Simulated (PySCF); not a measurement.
# WSF4: singlet, from a trigonal bipyramidal (ligand arrangement 1) start

The task is one start of a wider search on WSF4: the singlet, built as trigonal bipyramidal (ligand arrangement 1). It is relaxed, tested by its Hessian and followed downhill if it is a saddle.

Computed with PySCF 2.14.0. Level: PBE0, basis W def2-SVP with ECP60, S def2-SVP, F def2-SVP, scalar-relativistic core potentials, no spin–orbit coupling, density fitting.

## (1) The system as given

6 atoms, charge 0, spin multiplicity 1.

Bond lengths: W1–S2 2.140 Å, W1–F3 2.010 Å, W1–F4 2.010 Å, W1–F5 2.010 Å, W1–F6 2.010 Å. Angles: S2–W1–F3 90.0°, S2–W1–F4 90.0°, S2–W1–F5 120.0°, S2–W1–F6 120.0°, F3–W1–F4 180.0°, F3–W1–F5 90.0°, F3–W1–F6 90.0°, F4–W1–F5 90.0°, F4–W1–F6 90.0°, F5–W1–F6 120.0°.

```xyz
6
charge 0 multiplicity 1
W     0.0518    0.0897    0.0000
S    -1.0182   -1.7636    0.0000
F     0.0518    0.0897    2.0100
F     0.0518    0.0897   -2.0100
F     2.0618    0.0897    0.0000
F    -0.9532    1.8304    0.0000
```

## (2) Relaxing the singlet from the trigonal bipyramidal (ligand arrangement 1) start

One driver script runs all steps and calls PySCF; scf.py shows how it sets up the SCF of each step. The optimiser is the driver's own. Before each start the driver seeks the lowest SCF state from one or more starting densities and follows internal instabilities, so scf.py alone need not reach the same state.

The program finds C2v symmetry in the start, which this walk keeps.

The input, scf.py:

```python
from pyscf import gto, scf, dft
mol = gto.M(atom='''
W      0.051784     0.089695    -0.000000
S     -1.018204    -1.763612     0.000000
F      0.051784     0.089695     2.010000
F      0.051784     0.089695    -2.010000
F      2.061779     0.089707    -0.000000
F     -0.953229     1.830392    -0.000000''',
    basis={'W': 'def2-SVP', 'S': 'def2-SVP', 'F': 'def2-SVP'},
    ecp={'W': 'def2-SVP'},
    charge=0, spin=0)
mf = dft.RKS(mol, xc='PBE0')
mf.grids.atom_grid = (50, 194)
aux = {'W': 'def2-universal-JKFIT', 'S': 'def2-universal-JKFIT', 'F': 'def2-universal-JKFIT'}
mf = mf.density_fit(auxbasis=aux)
mf.kernel()
```

After this run come: Frequencies.

**Question.** What will these runs give? Wanted: minimum; geometry; wavenumbers; dipole moment; highest occupied, lowest empty level; polar-tensor charge of W1; zero-point energy; atomisation energy.

As calculated:

| quantity | value |
| --- | --- |
| minimum | singlet, C4v |
| geometry | W–F 1.854 Å (×4), W–S 2.095 Å; F–W–F 86.0° (×4), F–W–F 149.4° (×2), F–W–S 105.3° (×4) |
| wavenumbers (cm⁻¹) | 126 (b1), 190 (e), 215 (e), 244 (a1), 336 (b2), 601 (a1), 661 (b1), 715 (e), 735 (a1) |
| dipole moment | 0.71 D |
| highest occupied, lowest empty level | -9.56, -3.91 eV |
| polar-tensor charge of W1 | +2.85 e |
| zero-point energy | 29.6 kJ/mol |
| entropy at 298.15 K | 353.7 J/(mol K) |
| atomisation energy (no zero-point energy) | 2625 kJ/mol |

**Reading.** The trigonal bipyramidal (ligand arrangement 1) start (C2v) ends in a minimum of C4v symmetry. In the infrared the band at 715 cm⁻¹ (e, stretch) leads. Only this shape and spin were tried, so other structures or states may lie lower. A two-component treatment could change these values noticeably.
